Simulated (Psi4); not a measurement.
# GeSiH5Cl (SMILES [SiH3][GeH2][Cl]) at 3 levels

Aim: a comparison of 3 runs (BLYP/def2-SVP, PBE/def2-SVP, SVWN5/def2-SVP) of GeSiH5Cl. 

Program for the calculation: Psi4 1.11.

### 1 The molecule

GeSiH5Cl: 8 atoms, total charge 0, spin state singlet. As SMILES, `[SiH3][GeH2][Cl]`. The Ge2–H7 distance was set to 2.306 Å, away from the relaxed value. At this shape a bond of the SMILES string is far longer than usual.

Bond lengths: Si1–Ge2 2.380 Å, Ge2–Cl3 2.169 Å, Si1–H4 1.487 Å, Si1–H5 1.484 Å, Si1–H6 1.484 Å, Ge2–H8 1.537 Å. Angles: Si1–Ge2–Cl3 106.5°, Si1–Ge2–H8 114.0°, Cl3–Ge2–H8 106.1°, Ge2–Si1–H4 109.5°, Ge2–Si1–H5 108.9°, Ge2–Si1–H6 108.9°, H4–Si1–H5 109.7°, H4–Si1–H6 109.7°, H5–Si1–H6 110.1°. A long bond or contact: Ge2–H7 2.306 Å.

### 2 Energy and gradient at BLYP/def2-SVP (run 1)

Input file job.inp:

```
memory 2.2 GB

molecule {
  Si    -1.346022     0.953906     0.282326
  Ge     0.255878    -0.755394     0.703226
  Cl     1.480678    -0.057094     2.351026
  H     -2.227322     0.542806    -0.842474
  H     -0.632222     2.205306    -0.074074
  H     -2.160922     1.162206     1.505026
  H      1.703100    -1.135200    -1.051200
  H     -0.357822    -2.087294     1.164026
  units angstrom
  symmetry c1
  no_reorient
  no_com
}

set {
  puream               true
  e_convergence        1e-09
  d_convergence        1e-08
  scf_type             pk
  dft_radial_points    99
  dft_spherical_points 590
}

e, wfn = gradient('blyp/def2-SVP', return_wfn=True)
oeprop(wfn, 'DIPOLE', 'MULLIKEN_CHARGES', 'QUADRUPOLE')
```

Started as:

```bash
$ psi4 -n 1 job.inp job.out
```

job.out:

```text
[...]
  Running in c1 symmetry.
[...]
  Nuclear repulsion =  333.756396939185777
[...]
  Multiplicity = 1
[...]
  Nalpha       = 34
  Nbeta        = 34
[...]
    Number of basis functions: 93
[...]
   @RKS iter   1: -2827.44108275956205   -1.62620e+00   2.71789e-02 DIIS/ADIIS
[...]
   @RKS iter  14: -2829.19953577285969    2.27374e-12   3.31556e-09 DIIS
[...]
  @RKS Final Energy: -2829.19953577285969
   => Energetics <=
    Nuclear Repulsion Energy =            333.7563969391857768
    One-Electron Energy =               -4598.1144280417693153
    Two-Electron Energy =                1565.1203053225383428
    DFT Exchange-Correlation Energy =    -129.9618099928141532
    Empirical Dispersion Energy =           0.0000000000000000
    VV10 Nonlocal Energy =                  0.0000000000000000
    Total Energy =                      -2829.1995357728596900
[...]
  -Total Gradient:
     Atom            X                  Y                   Z
    ------   -----------------  -----------------  -----------------
       1        0.001278533727    -0.003839390108     0.004941020007
       2       -0.030910943505     0.008839808710     0.042281919714
       3       -0.007177460383    -0.003497042108    -0.009016738722
       4        0.002847067699     0.001598264360     0.003385215175
       5       -0.002204637869    -0.003909405206     0.000742801747
       6        0.002585540352    -0.000182482172    -0.004996458938
       7        0.032679375731    -0.007518800205    -0.037284353061
       8        0.000888092506     0.008511765030    -0.000041957012
[...]
 Multipole Moments:
 ------------------------------------------------------------------------------------
     Multipole            Electronic (a.u.)      Nuclear  (a.u.)        Total (a.u.)
 ------------------------------------------------------------------------------------
 L = 1.  Multiply by 2.5417464519 to convert [e a0] to [Debye]
 Dipole X            :        -21.2974156           20.4848693           -0.8125463
 Dipole Y            :         21.0729140          -20.9772790            0.0956350
 Dipole Z            :       -126.9563407          126.8470007           -0.1093400
 Magnitude           :                                                    0.8254288
 L = 2.  Multiply by 1.3450342976 to convert [e a0^2] to [Debye ang]
 Quadrupole XX       :       -313.9626741          277.7923102          -36.1703639
 Quadrupole XY       :        114.5273483         -113.9142640            0.6130843
[...]
  Mulliken Charges: (a.u.)
   Center  Symbol    Alpha    Beta     Spin     Total
       1    SI     6.87614  6.87614  0.00000  0.24772
       2    GE    15.85022 15.85022  0.00000  0.29956
       3    CL     8.60658  8.60658  0.00000 -0.21315
       4     H     0.53190  0.53190  0.00000 -0.06379
       5     H     0.52594  0.52594  0.00000 -0.05187
       6     H     0.52797  0.52797  0.00000 -0.05594
       7     H     0.55462  0.55462  0.00000 -0.10925
       8     H     0.52664  0.52664  0.00000 -0.05328
   Total alpha = 34.00000, Total beta = 34.00000, Total charge = -0.00000
[...]
```

Wall time 23 s (1 thread of AMD EPYC 7R43 (Zen 3), shared host); peak memory 1.2 GiB.

### 3 Energy and forces at PBE/def2-SVP (run 2)

Input file calc.inp:

```
memory 2200 MB

molecule {
  Si
  Ge 1 r2
  Cl 2 r3 1 a3
  H 1 r4 2 a4 3 d4
  H 1 r5 4 a5 2 d5
  H 1 r6 5 a6 4 d6
  H 2 r7 3 a7 1 d7
  H 2 r8 3 a8 7 d8

  r2 = 2.380115
  r3 = 2.168641
  a3 = 106.45352
  r4 = 1.486899
  a4 = 109.51976
  d4 = -179.98792
  r5 = 1.484093
  a5 = 109.66627
  d5 = 119.47902
  r6 = 1.484064
  a6 = 110.09646
  d6 = -120.75593
  r7 = 2.3058
  a7 = 106.0631
  d7 = 121.71893
  r8 = 1.53718
  a8 = 106.06361
  d8 = 116.5328
  symmetry c1
}

set {
  basis def2-SVP
  puream true
  e_convergence 1e-09
  d_convergence 1e-08
  scf_type pk
  dft_radial_points 99
  dft_spherical_points 590
}

result, w = gradient('pbe', return_wfn=True)
```

Started as:

```bash
$ psi4 calc.inp calc.out -n 1
```

calc.out (excerpt; [...] marks lines left out):

```text
[...]
  Running in c1 symmetry.
[...]
  Nuclear repulsion =  333.756374284735728
[...]
  Multiplicity = 1
[...]
  Nalpha       = 34
  Nbeta        = 34
[...]
    Number of basis functions: 93
[...]
   @RKS iter   1: -2826.73370461172635   -1.58742e+00   2.71721e-02 ADIIS/DIIS
[...]
   @RKS iter  14: -2828.50144266888583    2.72848e-12   3.30072e-09 DIIS
[...]
  @RKS Final Energy: -2828.50144266888583
   => Energetics <=
    Nuclear Repulsion Energy =            333.7563742847357275
    One-Electron Energy =               -4598.3492101868778263
    Two-Electron Energy =                1565.3466703597612195
    DFT Exchange-Correlation Energy =    -129.2552771265056322
    Empirical Dispersion Energy =           0.0000000000000000
    VV10 Nonlocal Energy =                  0.0000000000000000
    Total Energy =                      -2828.5014426688858293
[...]
 Multipole Moments:
 ------------------------------------------------------------------------------------
     Multipole            Electronic (a.u.)      Nuclear  (a.u.)        Total (a.u.)
 ------------------------------------------------------------------------------------
 L = 1.  Multiply by 2.5417464519 to convert [e a0] to [Debye]
 Dipole X            :          0.9922645           -0.6146728            0.3775918
 Dipole Y            :         -0.1898930            0.5779309            0.3880380
 Dipole Z            :          8.6497425           -9.2657261           -0.6159836
 Magnitude           :                                                    0.8201127
[...]
  -Total Gradient:
     Atom            X                  Y                   Z
    ------   -----------------  -----------------  -----------------
       1        0.004015607030    -0.001665497897    -0.000546180963
       2        0.043750882456    -0.020318161451    -0.018970468900
       3        0.000189123685     0.005433801790    -0.001844026358
       4       -0.000263503908    -0.005763413190     0.001609018626
       5        0.004731003738     0.003103594751     0.001749389030
       6       -0.005925418418     0.003432631841     0.001270993797
       7       -0.043185917538     0.020014283055     0.021712707787
       8       -0.003292548435    -0.004241219881    -0.004991131641
[...]
```

Run time: 24 s. Hardware: 1 thread of AMD EPYC 7R43 (Zen 3), shared host; peak memory 1.2 GiB.

### 4 Energy and forces at SVWN5/def2-SVP (run 3)

Input file calc.in:

```
memory 2200 mb

molecule {
  0 1
  Si    -1.346022     0.953906     0.282326
  Ge     0.255878    -0.755394     0.703226
  Cl     1.480678    -0.057094     2.351026
  H     -2.227322     0.542806    -0.842474
  H     -0.632222     2.205306    -0.074074
  H     -2.160922     1.162206     1.505026
  H      1.703100    -1.135200    -1.051200
  H     -0.357822    -2.087294     1.164026
  symmetry c1
}

set {
  basis                def2-SVP
  puream               true
  e_convergence        1e-09
  d_convergence        1e-08
  scf_type             pk
  dft_radial_points    99
  dft_spherical_points 590
}

E, wfn = gradient('scf', dft_functional={"name": "SVWN5", "x_functionals": {"LDA_X": {}}, "c_functionals": {"LDA_C_VWN": {}}}, return_wfn=True)
oeprop(wfn, 'QUADRUPOLE', 'MULLIKEN_CHARGES', 'LOWDIN_CHARGES')
print_variables()
```

Started as:

```bash
$ psi4 calc.in calc.out -n 1
```

calc.out (excerpt; [...] marks lines left out):

```text
[...]
  Running in c1 symmetry.
[...]
  Nuclear repulsion =  333.756396939185777
[...]
  Multiplicity = 1
[...]
  Nalpha       = 34
  Nbeta        = 34
[...]
    Number of basis functions: 93
[...]
   @RKS iter   1: -2821.51325159936368   -1.51644e+00   2.73327e-02 ADIIS/DIIS
[...]
   @RKS iter  14: -2823.32625680040746   -4.09273e-12   3.79939e-09 DIIS
[...]
  @RKS Final Energy: -2823.32625680040746
   => Energetics <=
    Nuclear Repulsion Energy =            333.7563969391857768
    One-Electron Energy =               -4598.2478124735971505
    Two-Electron Energy =                1565.1751200812477691
    DFT Exchange-Correlation Energy =    -124.0099613472438165
    Empirical Dispersion Energy =           0.0000000000000000
    VV10 Nonlocal Energy =                  0.0000000000000000
    Total Energy =                      -2823.3262568004074637
[...]
  -Total Gradient:
     Atom            X                  Y                   Z
    ------   -----------------  -----------------  -----------------
       1       -0.007038704016     0.004562988452     0.001937781553
       2       -0.033000399691     0.000360497681     0.034841598333
       3        0.002461564393     0.001152469601     0.003271782396
       4        0.003561219146     0.002392165870     0.004695250433
       5       -0.003412035424    -0.005231026155     0.001174209834
       6        0.003343831590    -0.000213658222    -0.006551187865
       7        0.034464401919    -0.008299749382    -0.039761601094
       8       -0.000401476353     0.005278810193     0.000408131403
[...]
 Multipole Moments:
 ------------------------------------------------------------------------------------
     Multipole            Electronic (a.u.)      Nuclear  (a.u.)        Total (a.u.)
[...]
  Mulliken Charges: (a.u.)
   Center  Symbol    Alpha    Beta     Spin     Total
       1    SI     6.97176  6.97176  0.00000  0.05649
       2    GE    15.91619 15.91619  0.00000  0.16763
       3    CL     8.59423  8.59423  0.00000 -0.18845
       4     H     0.50189  0.50189  0.00000 -0.00378
       5     H     0.49516  0.49516  0.00000  0.00968
       6     H     0.49724  0.49724  0.00000  0.00552
       7     H     0.52794  0.52794  0.00000 -0.05587
       8     H     0.49560  0.49560  0.00000  0.00879
   Total alpha = 34.00000, Total beta = 34.00000, Total charge =  0.00000
[...]
```

Wall time 19 s (1 thread of AMD EPYC 7R43 (Zen 3), shared host); peak memory 0.6 GiB.

### 5 The series

```csv
run,level,energy (Eh),dipole moment (D),HOMO energy (eV),LUMO energy (eV),wall time
1,BLYP/def2-SVP,-2829.199536,2.10,-6.34,-2.79,23 s
2,PBE/def2-SVP,-2828.501443,2.08,-6.53,-2.91,24 s
3,SVWN5/def2-SVP,-2823.326257,2.01,-6.57,-3.02,19 s
```

### 6 What came out

| quantity | value |
| --- | --- |
| run 3: total energy | -2823.32626 Eh |
| run 3: dipole moment | 2.01 D |
| run 3: HOMO energy | -6.57 eV |
| run 3: LUMO energy | -3.02 eV |
| run 3: HOMO–LUMO gap | 3.56 eV |
| run 3: largest force on an atom | 2.739 eV/Å |

**Reading.** The dipole moment (its size) runs from 2.01 D (SVWN5/def2-SVP) to 2.10 D (BLYP/def2-SVP). The HOMO–LUMO gap runs from 3.55 eV (BLYP/def2-SVP) to 3.62 eV (PBE/def2-SVP). Totals of different functionals can't be ranked against each other. In all runs a closed-shell determinant meets a far-stretched bond; if it breaks into open shells, such a determinant describes it badly, and no broken-symmetry solution was shown. All runs together took 66 s, the longest 24 s.
